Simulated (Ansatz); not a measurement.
# Al2Ga3Sb5: the cost of one run

Program: Ansatz 0.2.0. Level of theory: DFT PBE, scalar-relativistic, plane waves, PAW, unless a step names another level. These are calculated values, not measurements.

## 1. The structure to begin with

Symmetry: R3m, No. 160, trigonal system. Conventional cell: a = 4.398 Å, b = 4.398 Å, c = 53.839 Å, α = 90.00°, β = 90.00°, γ = 120.00°. Al (site symmetry 3m) has 4 Sb at 2.69 to 2.70 Å in its first shell of neighbours. Ga (site symmetry 3m) is surrounded by 4 Sb at 2.69 to 2.70 Å. Around Ga (site symmetry 3m) lie 4 Sb at 2.69 Å. Around Sb (site symmetry 3m) lie 3 Al at 2.69 Å and 1 Ga at 2.70 Å. Around Sb (site symmetry 3m) lie 4 Ga at 2.69 Å. Sb (site symmetry 3m) has 3 Ga at 2.69 Å and 1 Al at 2.70 Å in its first shell of neighbours. Only part of the 10 independent sites is listed.

Structure file:

```
CELL_PARAMETERS angstrom
2.19916 1.26968 17.94649
-2.19916 1.26968 17.94649
0.00000 -2.53937 17.94649
ATOMIC_POSITIONS crystal
Al 0.00009 0.00009 0.00008
Al 0.20006 0.20006 0.20006
Ga 0.40008 0.40008 0.40008
Ga 0.79991 0.79991 0.79991
Ga 0.59997 0.59997 0.59997
Sb 0.35001 0.35001 0.35001
Sb 0.75000 0.75000 0.75000
Sb 0.14994 0.14994 0.14994
Sb 0.54996 0.54996 0.54996
Sb 0.94998 0.94998 0.94997
```

It is the end of an earlier relaxation with the same method, from a generated guess; it needn't be the stable form of this composition. At a tolerance of 0.02 Å it has space group R3m (No. 160); it has 30.07 Å³/atom, an uncorrected energy of -0.17 eV/atom over the elements.

## 2. Electronic structure at the relaxed geometry

The input, input.yaml:

```yaml
crystal:
  lattice:
    - [2.1991587282, 1.2696848837, 17.9464911]
    - [-2.1991587282, 1.2696848837, 17.9464911]
    - [0.0, -2.5393697674, 17.9464911]
  atoms:
    - { symbol: Al, position: [8.5e-05, 8.5e-05, 8.5e-05] }
    - { symbol: Al, position: [0.200059, 0.200059, 0.200059] }
    - { symbol: Ga, position: [0.400078, 0.400078, 0.400078] }
    - { symbol: Ga, position: [0.799914, 0.799914, 0.799914] }
    - { symbol: Ga, position: [0.59997, 0.59997, 0.59997] }
    - { symbol: Sb, position: [0.350013, 0.350013, 0.350013] }
    - { symbol: Sb, position: [0.750004, 0.750004, 0.750004] }
    - { symbol: Sb, position: [0.149939, 0.149939, 0.149939] }
    - { symbol: Sb, position: [0.549963, 0.549963, 0.549963] }
    - { symbol: Sb, position: [0.949975, 0.949975, 0.949975] }
basis:
  ecutwfc: 420
kpoints:
  mp_grid: { grid: [12, 12, 12] }
  band_path:
    path:
      - [[0.0, 0.0, 0.0], [-0.5, -0.5, -0.5], [-0.5, -0.17000355, -0.82999645]]
      - [[-0.17000355, 0.17000355, -0.5], [0.0, 0.0, -0.5], [0.0, 0.0, 0.0], [0.0, 0.33500178, -0.33500178]]
      - [[-0.33500178, 0.0, -0.66499822], [-0.5, 0.0, -0.5], [0.0, 0.0, 0.0]]
    npoints: 14
hamiltonian:
  xc: pbe
scf:
  occupations: { method: gaussian, width: 0.01 }
  n_extra_bands: 25
output:
  forces: true
  stress: true
  eigenvalues: true
  populations: true
  dos: { projected: true, de: 0.02, nscf_kmesh: { grid: [15, 15, 15] } }
  bader: true
  write_density: true
  write_potential: true
  elf: true
  volumetric_format: npy
```

The run is started by

```bash
> ansatz run input.yaml --threads 4 --pin off --max-ram 8192MiB --backend cpu --events-out ev --progress --plain --runs-dir out
```

**Question.** How long does this run take on 4 threads of Intel Xeon 6975P-C (Granite Rapids), shared host, and how much memory does it need?

About 6.1 min, with a peak of 5.5 GiB.
